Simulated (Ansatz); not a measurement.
# C2H6BF: vertical spin-state energies, by script

Which spin state of C2H6BF lies lowest at this geometry? Wanted for C2H6BF: vertical spin-state energies.

All numbers are computed with Ansatz 0.2.0 through its Python package. Level of theory: r2SCAN/def2-SVP.

## 1. The structure

Bond lengths: B1–C2 1.526 Å, C2–C3 1.498 Å, C3–F4 1.443 Å, B1–H5 1.224 Å, B1–H6 1.231 Å, C2–H7 1.115 Å, C2–H8 1.072 Å, C3–H9 1.154 Å, C3–H10 1.112 Å. Angles (14 of 15 angles, heavy atoms first): B1–C2–C3 110.2°, C2–C3–F4 111.9°, B1–C2–H7 109.5°, B1–C2–H8 110.6°, C3–C2–H7 108.4°, C3–C2–H8 108.4°, C2–B1–H5 122.8°, C2–B1–H6 122.8°, C2–C3–H9 113.5°, C2–C3–H10 113.1°, F4–C3–H9 106.7°, F4–C3–H10 103.7°, H7–C2–H8 109.7°, H5–B1–H6 114.5°.

The script reads c2h6bf.xyz:

```xyz
10

B    -1.10080    0.59540   -0.65760
C    -0.20830   -0.55540   -0.20030
C     0.93390   -0.03130    0.61420
F     1.83880   -1.08270    1.01240
H    -1.31840    0.83610   -1.83820
H    -1.68920    1.33600    0.13070
H     0.20750   -1.08070   -1.09200
H    -0.76400   -1.24780    0.40070
H     0.60120    0.50350    1.58080
H     1.58240    0.67550    0.05230
```

## 2. The code

Input file spin.py:

```python
"""Vertical spin-state energies of C2H6BF."""

import ansatz as az

BASIS_SET = "def2-SVP"
FUNCTIONAL = "r2SCAN"


def main() -> None:
    molecule = az.Crystal.molecule_from_extxyz("c2h6bf.xyz")

    calc = (
        molecule.calculation()
        .basis(gaussian=BASIS_SET)
        .functional(FUNCTIONAL)
    )
    found = {}
    for unpaired in [0, 2]:
        data = calc.spin("collinear", total=unpaired).run(threads=1, backend="cpu").report
        s = unpaired / 2
        found[unpaired] = data["free_energy_ev"]
        print(f"2S+1 = {unpaired + 1}: E = {found[unpaired]:.5f} eV, <S^2> = {abs(data['mean_field']['state']['spin_squared']):.3f} (pure state {s * (s + 1):.2f})")
    lowest = min(found, key=found.get)
    for unpaired, e in found.items():
        print(f"multiplicity {unpaired + 1}: {(e - found[lowest]):.3f} eV above the lowest")


if __name__ == "__main__":
    main()
```

## 3. The input behind the calls

The package turns the script's settings into the engine's input (first run):

```yaml
crystal:
  periodic: [false, false, false]
  atoms:
    - { symbol: B, position_ang: [-1.1008, 0.5954, -0.6576] }
    - { symbol: C, position_ang: [-0.2083, -0.5554, -0.2003] }
    - { symbol: C, position_ang: [0.9339, -0.0313, 0.6142] }
    - { symbol: F, position_ang: [1.8388, -1.0827, 1.0124] }
    - { symbol: H, position_ang: [-1.3184, 0.8361, -1.8382] }
    - { symbol: H, position_ang: [-1.6892, 1.336, 0.1307] }
    - { symbol: H, position_ang: [0.2075, -1.0807, -1.092] }
    - { symbol: H, position_ang: [-0.764, -1.2478, 0.4007] }
    - { symbol: H, position_ang: [0.6012, 0.5035, 1.5808] }
    - { symbol: H, position_ang: [1.5824, 0.6755, 0.0523] }
basis:
  gaussian:
    orbitals: def2-SVP
hamiltonian:
  xc: r2scan
magnetization:
  spin_polarized: true
  initial_magnetization: 0.0
```

## 4. Launch

Run with:

```sh
python spin.py
```

Output:

```text
2S+1 = 1: E = -5556.53250 eV, <S^2> = 0.000 (pure state 0.00)
2S+1 = 3: E = -5552.07942 eV, <S^2> = 2.007 (pure state 2.00)
multiplicity 1: 0.000 eV above the lowest
multiplicity 3: 4.453 eV above the lowest
```

Run time: 25 s. Hardware: 1 thread of Arm Neoverse V2, shared host; peak memory 0.24 GiB.

## 5. Inputs of later runs

The engine's inputs for the other runs:

Run 2, against run 1:

```diff
@@ -21 +21 @@
-  initial_magnetization: 0.0
+  initial_magnetization: 2.0
```

## 6. The runs side by side

The 2 runs, in the order started:

```
run  2S+1  energy from run 1 (eV)  <S²>  SCF cycles  CPU time (s)
  1     1                  0.0000  0.00          17           7.2
  2     3                  4.4531  2.01          55            17
```

## 7. What came out

| quantity | value |
| --- | --- |
| runs compared | 2 |
| lowest | run 1 (2S+1 = 1) |
| next above it by | 4.453 eV |

In order: multiplicity 1 (+0.00 eV) and multiplicity 3 (+4.45 eV), all at the one geometry. The geometry is a force-field or estimated start, not a minimum of this method, and the basis set is short of its limit. All parts are taken at fixed geometry, without zero-point energy.
